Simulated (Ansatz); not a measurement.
**GaCl₂ (doublet): wave-function methods side by side at a displaced geometry (v2), cc-pVDZ**

Aim: climb from Hartree-Fock through coupled cluster for GaCl₂ (doublet) at one geometry and basis, and see what each rung misses.

The runs use Ansatz 0.2.0, Gaussian basis; cc-pVDZ, core rule «outside noble gas», up to 24 orbitals frozen.

The runs, in order: UHF; CCSD(T) on ROHF; CCSD(T) on UHF; BCCD(T) on ROHF; CISD as a restricted active space (open shells left free, so some higher excitations enter); CCSDT(Q) on ROHF; CCSDT(Q) on UHF.

34 further runs of the same task are left out: 12 for a known fault of the program, 10 that didn't finish, 12 set aside as unsound or not needed. Runs told in other sessions of the task aren't counted.

**1. The geometry**

The geometry is a PBE0/def2-TZVP stationary point (not a proven minimum) with its atoms shifted at random (size 0.100 Å). No spin-orbit coupling is included. The filled d shell of Ga may be among the frozen orbitals whatever the setting's name suggests.

3 atoms, charge 0, spin multiplicity 2.

Atoms are counted from 1 here; the program's logs count them from 0.

Bond lengths: Cl1–Ga2 2.160 Å, Ga2–Cl3 2.185 Å. Angles: Cl1–Ga2–Cl3 117.8°.

Coordinates:

```xyz
3
Cl2Ga
Cl    0.10399   -0.54100    1.85509
Ga   -0.06088    0.56241    0.00498
Cl    0.01574   -0.56505   -1.86490
```

**2. UHF**

in.yaml reads:

```yaml
crystal:
  periodic: [false, false, false]
  atoms:
    - {symbol: Cl, position_ang: [0.103993, -0.541002, 1.855092]}
    - {symbol: Ga, position_ang: [-0.060882, 0.562410, 0.004985]}
    - {symbol: Cl, position_ang: [0.015739, -0.565052, -1.864896]}
basis:
  gaussian: {orbitals: cc-pVDZ}
magnetization: {spin_polarized: true, initial_magnetization: 1}
hamiltonian: {xc: hf}
output: {orbitals: {seedname: orbitals}}
```

Started as:

```
$ ansatz run in.yaml --threads 1 --pin off --events-out ev --progress --plain --max-ram 2393MiB
```

Further steps of the session: CCSD(T) on ROHF; CCSD(T) on UHF; BCCD(T) on ROHF; CISD as a restricted active space (open shells left free, so some higher excitations enter); CCSDT(Q) on ROHF; CCSDT(Q) on UHF.

Before running them: what should the planned runs give, taken together? Wanted: UCCSDT(Q) from the RHF energy; RMP2 from UCCSDT(Q); UMP2 from UCCSDT(Q); RCCSD from UCCSDT(Q); RCCSD(T) from UCCSDT(Q); UCCSD(T) from UCCSDT(Q); RCCSDT(Q) from UCCSDT(Q); T1 diagnostic.

As calculated:

```
                         quantity                      value
    UCCSDT(Q) from the ROHF energy                 -9.3887 eV
              RMP2 from UCCSDT(Q)                +1000.4 meV
              UMP2 from UCCSDT(Q)                 +987.9 meV
             RCCSD from UCCSDT(Q)                 +262.4 meV
          RCCSD(T) from UCCSDT(Q)                  +50.8 meV
          UCCSD(T) from UCCSDT(Q)                  +44.9 meV
         RCCSDT(Q) from UCCSDT(Q)                   +7.8 meV
levels within 1 kcal/mol (43 meV)  RCCSDT, UCCSDT, RCCSDT(Q)
                    T1 diagnostic                      0.018
```

RCCSD(T) misses by +50.8 meV, 0.5 % of the correlation energy. These misses are within one basis, not against nature; the frozen cores of restricted and unrestricted runs differ, which can shift their rows.
